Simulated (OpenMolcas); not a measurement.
# One shape, several levels: GeS (germanium sulfide)

Wanted: a comparison of 6 runs (HF/STO-3G, B2PLYP/aug-cc-pVTZ, BLYP/aug-cc-pVTZ, M06-2X/aug-cc-pVTZ, SVWN5/aug-cc-pVTZ, TPSS/aug-cc-pVTZ) of GeS (germanium sulfide). 

The calculation is run with OpenMolcas 26.06.

1 further run of the same task is left out (set aside as unsound or not needed).

## 1. The molecule

GeS: 2 atoms, total charge 0, spin state singlet. SMILES: `[S+]#[Ge-]`. Geometry: the measured bond length.

Bond lengths: S1–Ge2 2.012 Å.

## 2. Energy and gradient at HF/STO-3G (run 1)

The input, calc.input:

```
* GeS Hartree-Fock
&GATEWAY
BasLib=$CurrDir
Coord
2
angstrom
S        0.000000       0.000000       0.000000
Ge       0.000000       0.000000       2.012086
Basis=STO-3G
Group=NoSym
&SEWARD
&SCF
Thresholds=1e-10 1e-07 1e-07 1e-05
PrOrbitals=1 1
&ALASKA
```

The basis set STO-3G is read from a file made from the Basis Set Exchange's data (not shown).

Started as:

```console
$ export MOLCAS_MEM=1860
$ pymolcas calc.input > calc.log
```

Output:

```text
--- Start Module: gateway ---
[...]
--- Stop Module: gateway /rc=_RC_ALL_IS_WELL_ ---
[...]
      Basis functions           27
[...]
--- Start Module: scf ---
[...]
       Convergence after  13 Iterations
[...]
::    Total SCF energy                              -2444.9074606456
[...]
      Total spin, S                                     0.0000000000
[...]
      Total electronic charge=   48.000000
      Total            charge=   -0.000000
[...]
      Dipole Moment (debye):
      Origin of the operator (angstrom)=    0.0000    0.0000    1.4046
                   X= -3.9520E-15               Y=  4.0347E-15               Z=  1.2552E+00           Total=  1.2552E+00
      Quadrupole Moment (debye*angstrom):
[...]
--- Stop Module: scf /rc=_RC_ALL_IS_WELL_ ---
--- Start Module: alaska ---
[...]
 *              Molecular gradients               *
 **************************************************
  Irreducible representation: a
 ------------------------------------------------------------------------------------------
                              X                       Y                       Z
 ------------------------------------------------------------------------------------------
  S1                2.70221376036593E-17    6.80366176008492E-17   -9.17223692082487E-02
  GE2              -2.70221376036652E-17   -6.80366176008508E-17    9.17223692082345E-02
 ------------------------------------------------------------------------------------------
--- Stop Module: alaska /rc=_RC_ALL_IS_WELL_ ---
[...]
```

Run time: 1.6 s. Hardware: 1 thread of Arm Neoverse V2, shared host; peak memory 0.37 GiB.

## 3. The energy at B2PLYP/aug-cc-pVTZ (run 2)

The input, geom.xyz:

```xyz
2

S      0.000000     0.000000     0.000000
Ge     0.000000     0.000000     2.012086
```

The input, job.inp:

```
* GeS Kohn-Sham DFT

&GATEWAY
 BASLIB=$CurrDir
 COORD=geom.xyz
 BASIS=aug-cc-pVTZ
 GROUP=NoSym

&SEWARD
 GRIDINPUT
 Grid=UltraFine
 End of Grid

&SCF
 KSDFT=B2PLYP_SCF
 THRESHOLDS=1e-10 1e-07 1e-07 1e-05
 PRORBITALS=1 2

&MBPT2
 FROZEN=14
```

The basis set aug-cc-pVTZ is read from a file made from the Basis Set Exchange's data (not shown).

Started as:

```console
$ export MOLCAS_MEM=1860
$ pymolcas job.inp > job.log
```

Output:

```text
--- Start Module: gateway ---
[...]
--- Stop Module: gateway /rc=_RC_ALL_IS_WELL_ ---
[...]
      Basis functions          109
[...]
--- Start Module: scf ---
[...]
       Convergence after  12 Iterations
[...]
::    Total KS-DFT energy                           -2474.6640753092
[...]
      Total spin, S                                     0.0000000000
[...]
      Total electronic charge=   48.000000
      Total            charge=   -0.000000
[...]
      Dipole Moment (debye):
      Origin of the operator (angstrom)=    0.0000    0.0000    1.4046
                   X=  1.4110E-16               Y= -1.4380E-14               Z=  2.4679E+00           Total=  2.4679E+00
      Quadrupole Moment (debye*angstrom):
[...]
--- Stop Module: scf /rc=_RC_ALL_IS_WELL_ ---
[...]
--- Start Module: mbpt2 ---
[...]
 ###    WARNING: MP2 implementation intended for RHF references only         ###
 ###############################################################################
MBPT2 WARNING: Reference function according to RunFile:KS-DFT
I'll assume you know what you're doing and continue
WARNING!
Default frozen orbitals as non valence orbitals is overwritten by user input.
Default values:  19
[...]
       Reference weight ( Cref**2 )         =        0.78721
::    Total MBPT2 energy                            -2475.0940153164
[...]
      Total MBPT2 calculations                           0.22      0.25
--- Stop Module: mbpt2 /rc=_RC_ALL_IS_WELL_ ---
[...]
```

Wall time 16 s (1 thread of Arm Neoverse V2, shared host); peak memory 0.64 GiB.

Runs 3 to 5 aren't shown in full; the table further down has their settings and results.

## 4. Energy and gradient at TPSS/aug-cc-pVTZ (run 6)

The input, calc.input:

```
* GeS Kohn-Sham DFT

&GATEWAY
  BASLIB
  $CurrDir
  COORD
  2
  angstrom
  S        0.000000       0.000000       0.000000
  Ge       0.000000       0.000000       2.012086
  BASIS
  aug-cc-pVTZ
  GROUP
  NoSym

&SEWARD
  GRIDINPUT
  Grid=UltraFine
  End of Grid

&SCF
  KSDFT
  2
  1.0 MGGA_X_TPSS
  1.0 MGGA_C_TPSS
  THRESHOLDS
  1e-10 1e-07 1e-07 1e-05
  PRORBITALS
  1 1

&ALASKA
```

The basis set aug-cc-pVTZ is read from a file made from the Basis Set Exchange's data (not shown).

Started as:

```console
$ export MOLCAS_MEM=1860
$ pymolcas calc.input > calc.log
```

Output:

```text
--- Start Module: gateway ---
[...]
--- Stop Module: gateway /rc=_RC_ALL_IS_WELL_ ---
[...]
      Basis functions          109
[...]
--- Start Module: scf ---
[...]
       Convergence after  14 Iterations
[...]
::    Total KS-DFT energy                           -2475.2788759323
[...]
      Total spin, S                                     0.0000000000
[...]
      Total electronic charge=   48.000000
      Total            charge=   -0.000000
[...]
      Dipole Moment (debye):
      Origin of the operator (angstrom)=    0.0000    0.0000    1.4046
                   X= -9.0739E-15               Y=  8.0639E-15               Z=  1.9812E+00           Total=  1.9812E+00
      Quadrupole Moment (debye*angstrom):
[...]
--- Stop Module: scf /rc=_RC_ALL_IS_WELL_ ---
[...]
--- Start Module: alaska ---
[...]
 *              Molecular gradients               *
 **************************************************
  Irreducible representation: a
 ------------------------------------------------------------------------------------------
                              X                       Y                       Z
 ------------------------------------------------------------------------------------------
  S1                1.88438559816404E-14    7.75321471755088E-14    1.04343700404641E-02
  GE2              -1.88460108549647E-14   -7.75360774116924E-14   -1.04343700405209E-02
 ------------------------------------------------------------------------------------------
--- Stop Module: alaska /rc=_RC_ALL_IS_WELL_ ---
[...]
```

Wall time 33 s (1 thread of Arm Neoverse V2, shared host); peak memory 0.64 GiB.

## 5. All runs side by side

```csv
run,level,task,frozen core orbitals,energy (Eh),dipole moment (D),HOMO energy (eV),LUMO energy (eV),wall time
1,HF/STO-3G,gradient,–,-2444.907461,1.26,-6.43,5.41,1.6 s
2,B2PLYP/aug-cc-pVTZ,energy,14,-2474.780159,2.47,-8.78,-1.37,16 s
3,BLYP/aug-cc-pVTZ,gradient,–,-2475.354994,2.00,-6.72,-3.04,29 s
4,M06-2X/aug-cc-pVTZ,gradient,–,-2475.268906,2.40,-8.94,-1.56,38 s
5,SVWN5/aug-cc-pVTZ,gradient,–,-2470.782122,1.91,-7.02,-3.34,22 s
6,TPSS/aug-cc-pVTZ,gradient,–,-2475.278876,1.98,-6.94,-3.10,33 s
```

## 6. Summary of results

| quantity | value |
| --- | --- |
| run 6: total energy | -2475.27888 Eh |
| run 6: dipole moment | 1.98 D |
| run 6: HOMO energy | -6.94 eV |
| run 6: LUMO energy | -3.10 eV |
| run 6: HOMO–LUMO gap | 3.84 eV |
| run 6: largest force on an atom | 0.537 eV/Å |

In words: The dipole moment (its size) runs from 1.26 D (HF/STO-3G) to 2.47 D (B2PLYP/aug-cc-pVTZ). The two ends differ in method and basis. A double hybrid's value is that of its SCF part. The HOMO–LUMO gap runs from 3.68 eV (BLYP/aug-cc-pVTZ) to 11.84 eV (HF/STO-3G). For B2PLYP the log adds the whole second-order term; the table takes 0.27 of it, as the functional is defined. Totals of different functionals can't be ranked against each other. In run 1 the basis is minimal, so the values are rough. All runs together took 2.3 min, the longest 38 s.
